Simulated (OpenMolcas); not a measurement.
**Os⁴⁺ in Cs2GeF6: CASSCF and CASPT2 levels and susceptibility**

Aim: the ligand-field states of Os⁴⁺ in this surrounding, its lowest levels with spin-orbit coupling and its magnetic susceptibility.

Program: OpenMolcas 26.06. Level of theory: state-averaged CASSCF and CASPT2, spin-orbit coupling by RASSI with atomic mean-field integrals. These are calculated values, not measurements, unless marked.

**1. Starting point**

```
Species                           : Os⁴⁺ (osmium, Z = 76, 72 electrons)
Basis                             : ANO-RCC-VDZP [7s6p4d2f1g], 152 functions with the ligands
Scalar Hamiltonian                : DKH2, point nucleus
Inactive shells                   : 1s 2s 2p 3s 3p 3d 4s 4p 4d 4f 5s 5p of the metal, and all ligand shells
Active space                      : 4 electrons in 5 orbitals (5d)
Some configurations of this space : 5d⁴
Orbitals                          : optimised for each spin and parity, averaged over all roots
```

The outer shells:

5d4
```
5d [↑ ][↑ ][↑ ][↑ ][  ]
```

Os⁴⁺ is taken with its 6 nearest fluoride ions at 1.768 Å, on the cation site of Cs2GeF6 (a = 9.021 Å). The rest of the host is ab initio model potentials to 7.6 Å and point charges beyond; the distance is set by hand, nothing relaxes, and no local charge compensation is placed. Ligand basis ANO-RCC-VDZP.

```xyz
15

Os    0.0000    0.0000    0.0000
F     1.7680    0.0000    0.0000
F     0.0000    1.7680    0.0000
F    -1.7680    0.0000    0.0000
F     0.0000   -1.7680    0.0000
F     0.0000    0.0000    1.7680
F     0.0000    0.0000   -1.7680
Cs    2.2553   -2.2553   -2.2553
Cs   -2.2553    2.2553    2.2553
Cs    2.2553   -2.2553    2.2553
Cs   -2.2553    2.2553   -2.2553
Cs    2.2553    2.2553   -2.2553
Cs   -2.2553   -2.2553    2.2553
Cs    2.2553    2.2553    2.2553
Cs   -2.2553   -2.2553   -2.2553
```

The work runs as a chain of OpenMolcas steps in one folder; each step below is one input file. Labels, J, g values, rates, χT and fits are worked out afterwards by a script from the matrices that RASSI stores.

**2. One- and two-electron integrals**

The input, a.inp:

```
&GATEWAY
Basis set
Os.ANO-RCC-VDZP.
Os1 0.0 0.0 0.0 Angstrom
End of basis
Basis set
F.ANO-RCC-VDZP.
L1 1.768000 0.000000 0.000000 Angstrom
L2 0.000000 1.768000 0.000000 Angstrom
L3 0.000000 0.000000 1.768000 Angstrom
End of basis
Basis set
Cs.EMB-AIMP.Seijo.0s.0s.ECP.Cs2GeF6.
PseudoCharge
* 16 symmetry-unique lattice sites within 7.6 angstrom
End of basis
Basis set
F.EMB-AIMP.Seijo.0s.0s.ECP.Cs2GeF6.
PseudoCharge
* 27 symmetry-unique lattice sites within 7.6 angstrom
End of basis
Basis set
Ge.EMB-AIMP.Seijo.0s.0s.ECP.Cs2GeF6.
PseudoCharge
* 6 symmetry-unique lattice sites within 7.6 angstrom
End of basis
Symmetry
XYZ
AngMom=0.0 0.0 0.0
AMFI
RICD
XField
1358 Angstrom 0
* Evjen-weighted lattice charges
&SEWARD
```

On the command line:

```bash
$ OMP_NUM_THREADS=1 MOLCAS_MEM=2457 MOLCAS_PROJECT=a pymolcas a.inp > a.log
```

**3. Reference wave functions, quintets, 5 roots**

The input, a.inp:

```
&RASSCF
FileOrb=start.orb
Symmetry=1
Spin=5
nActEl=4 0 0
Inactive=30 34
Ras2=5 0
CIRoot=5 5 1
SDav=5
CIMx=300
Iter=150 100
PrWF=0.3
OrbListing=Nothing
MaxOrb=0
LevShft=1.0
>>> COPY $Project.JobIph JOB001
```

start.orb holds start orbitals that the driver prepared beforehand, or those of the step before.

**4. CASSCF: triplets, 45 roots**

The input, a.inp:

```
&RASSCF
FileOrb=start.orb
Symmetry=1
Spin=3
nActEl=4 0 0
Inactive=30 34
Ras2=5 0
CIRoot=45 45 1
SDav=45
CIMx=300
Iter=150 100
PrWF=0.3
OrbListing=Nothing
MaxOrb=0
LevShft=1.0
>>> COPY $Project.JobIph JOB002
```

**5. CASSCF: singlets, 50 roots**

The input, a.inp:

```
&RASSCF
FileOrb=start.orb
Symmetry=1
Spin=1
nActEl=4 0 0
Inactive=30 34
Ras2=5 0
CIRoot=50 50 1
SDav=50
CIMx=300
Iter=150 100
PrWF=0.3
OrbListing=Nothing
MaxOrb=0
LevShft=1.0
>>> COPY $Project.JobIph JOB003
```

**6. State interaction with spin-orbit coupling**

The input, a.inp:

```
&RASSI
NrOfJobIphs=3 5 45 50
1 2 3 4 5
1 2 3 4 5 6 7 8 9 10 11 12 13 14 15 16 17 18 19 20 21 22 23 24 25 26 27
28 29 30 31 32 33 34 35 36 37 38 39 40 41 42 43 44 45
1 2 3 4 5 6 7 8 9 10 11 12 13 14 15 16 17 18 19 20 21 22 23 24 25 26 27
28 29 30 31 32 33 34 35 36 37 38 39 40 41 42 43 44 45 46 47 48 49 50
IphNames
JOB001
JOB002
JOB003
EJob
SpinOrbit
DIPRint=1.0
SOCoupling=1000.0
Subsets=2
Property=9
'ANGMOM' 1 'ANGMOM' 2 'ANGMOM' 3 'MLTPL  1' 1 'MLTPL  1' 2 'MLTPL  1' 3
'AMFI' 1 'AMFI' 2 'AMFI' 3
SOProperty=3
'ANGMOM' 1 'ANGMOM' 2 'ANGMOM' 3
```

**7. CASPT2: IPEA 0.25, imaginary shift 0.1 (closed shells correlated: 5s 5p of the metal, with ligand shells; the Frozen line counts the rest)**

The input, a.inp:

```
>>> COPY JOB001 $Project.JobIph
&CASPT2
Multistate=5 1 2 3 4 5
NoMult
Frozen=17 19
IPEA=0.25
Imaginary=0.1
MaxIter=60
WThr=0.0 0.3 0.05
PrWF=0.5
NoMix
>>> COPY JOB002 $Project.JobIph
&CASPT2
Multistate=45 1 2 3 4 5 6 7 8 9 10 11 12 13 14 15 16 17 18 19 20 21 22
23 24 25 26 27 28 29 30 31 32 33 34 35 36 37 38 39 40 41 42 43 44 45
NoMult
Frozen=17 19
IPEA=0.25
Imaginary=0.1
MaxIter=60
WThr=0.0 0.3 0.05
PrWF=0.5
NoMix
>>> COPY JOB003 $Project.JobIph
&CASPT2
Multistate=50 1 2 3 4 5 6 7 8 9 10 11 12 13 14 15 16 17 18 19 20 21 22
23 24 25 26 27 28 29 30 31 32 33 34 35 36 37 38 39 40 41 42 43 44 45 46
47 48 49 50
NoMult
Frozen=17 19
IPEA=0.25
Imaginary=0.1
MaxIter=60
WThr=0.0 0.3 0.05
PrWF=0.5
NoMix
```

(Steps that only read results are left out.)

What does the calculation give? Wanted: spin-free ground state; first state of the same spin within the active space; lowest level; next level.

The runs gave:

```
                                            quantity                                                                                                                                          value
                                              method  SS-CASPT2, IPEA 0.25, imaginary shift 0.1 (closed shells correlated: 5s 5p of the metal, with ligand shells; the Frozen line counts the rest)
                              spin-free ground state                                                                                                            triplet, 3-fold in its orbital part
first state of the same spin within the active space                                                                                                                               3E at 47200 cm⁻¹
                                        lowest level                                                                                                                                         1-fold
                                          next level                                                                                                                                    3732.0 cm⁻¹
                                         χT at 300 K                                                                                                                                 0.20 cm³ K/mol
                           effective moment at 300 K                                                                                                                                        1.25 μB
```

Cost by method:

```tsv
method	time of its own steps	time with the reference
A. CASSCF	59 s	59 s
B. SS-CASPT2, IPEA 0.25, imaginary shift 0.1, +5s 5p	5.5 min	6.5 min
```

Times are of one thread on a shared host.

The spin-free ground state (triplet) is 3-fold and has less than the highest spin computed. χT at 300 K is 0.20, against 1.00 cm³ K/mol for the spin alone, so spin-orbit coupling lowers it. CASPT2 does not keep the components of a term degenerate, and the means are used. With metal d orbitals alone active, the gaps between spin states are rough; where two lie within a few thousand cm-1, their order is open. The bonds are covalent and no ligand orbital is active, so the numbers are rough.
